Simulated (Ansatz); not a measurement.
**InGa2As3: further runs on a relaxed guess**

This session takes a relaxed cell of InGa2As3 and sets out to see whether it has a gap, which orbitals make up the states near it and how charge is shared.

Computed with Ansatz 0.2.0 (DFT PBE, scalar-relativistic, plane waves, PAW, unless a step's input says otherwise).

1 further run of the same task is left out (set aside as unsound or not needed).

## (1) The starting structure

Symmetry: I-4m2, No. 119, tetragonal system. The conventional cell has a = 4.158 Å, b = 4.158 Å, c = 17.766 Å, α = 90.00°, β = 90.00°, γ = 90.00°. In (site symmetry -4m2) is surrounded by 4 As at 2.64 Å. Ga (site symmetry 2mm) has 4 As at 2.50 to 2.51 Å as nearest neighbours. As (site symmetry 2mm) has 2 Ga at 2.50 Å and 2 In at 2.64 Å as nearest neighbours. Around As (site symmetry -4m2) lie 4 Ga at 2.51 Å.

Structure file:

```
CELL_PARAMETERS angstrom
-2.07908 2.07908 8.88284
2.07908 -2.07908 8.88284
2.07908 2.07908 -8.88284
ATOMIC_POSITIONS crystal
In 0.75000 0.25000 0.50000
Ga 0.42063 0.92063 0.50000
Ga 0.07937 0.57937 0.50000
As 0.84200 0.84200 0.00000
As 0.50000 0.50000 0.00000
As 0.15800 0.15800 0.00000
```

The cell was relaxed beforehand at this level, from a generated guess; it is a trial structure. At a tolerance of 0.05 Å it has space group I-4m2 (No. 119); it has 25.60 Å³/atom, an uncorrected energy of -0.30 eV/atom over the elements.

## (2) Bands, states and charges

Input file input.yaml:

```yaml
crystal:
  lattice:
    - [-2.0790793507, 2.0790793507, 8.8828413111]
    - [2.0790793507, -2.0790793507, 8.8828413111]
    - [2.0790793507, 2.0790793507, -8.8828413111]
  atoms:
    - { symbol: In, position: [0.75, 0.25, 0.5] }
    - { symbol: Ga, position: [0.4206255351, 0.9206255351, 0.5] }
    - { symbol: Ga, position: [0.0793744649, 0.5793744649, 0.5] }
    - { symbol: As, position: [0.8419963073, 0.8419963073, 0.0] }
    - { symbol: As, position: [0.5, 0.5, 0.0] }
    - { symbol: As, position: [0.1580036927, 0.1580036927, 0.0] }
basis:
  ecutwfc: 420
kpoints:
  mp_grid: { grid: [12, 12, 12] }
  band_path:
    path:
      - [[0.0, 0.0, 0.0], [0.0, 0.0, 0.5], [0.25, 0.25, 0.25], [0.0, 0.5, 0.0], [0.0, 0.0, 0.0], [0.5, 0.5, -0.5], [0.26369551, 0.73630449, -0.26369551]]
      - [[-0.26369551, 0.26369551, 0.26369551], [0.0, 0.0, 0.0]]
      - [[0.0, 0.0, 0.5], [-0.02739103, 0.02739103, 0.5]]
      - [[0.5, 0.5, -0.02739103], [0.5, 0.5, -0.5]]
    npoints: 14
hamiltonian:
  xc: pbe
scf:
  occupations: { method: gaussian, width: 0.1 }
  n_extra_bands: 15
output:
  forces: true
  stress: true
  eigenvalues: true
  populations: true
  dos: { projected: true, de: 0.02, nscf_kmesh: { grid: [15, 15, 15] } }
  bader: true
  write_density: true
  write_potential: true
  elf: true
  volumetric_format: npy
```

Run with:

```bash
> ansatz run input.yaml --threads 1 --pin off --max-ram 2560MiB --backend cpu --events-out ev --progress --plain --runs-dir out
```

Q: Predict the outcome of this session. Wanted: gap; states at the Fermi level; Bader charges.

As calculated:

| quantity | value |
| --- | --- |
| gap | none (metal) |
| states at the Fermi level | 0.00 per eV per cell |
| Bader charges | In +0.73, Ga +0.67, As -0.71 to -0.66 e |

**Reading.** There is no gap at this level. Of the projected weight within 0.25 eV of the Fermi level, the largest part is As 4p (88 %). Bader charges reach 0.7 e, so charge transfer in this metal is moderate.
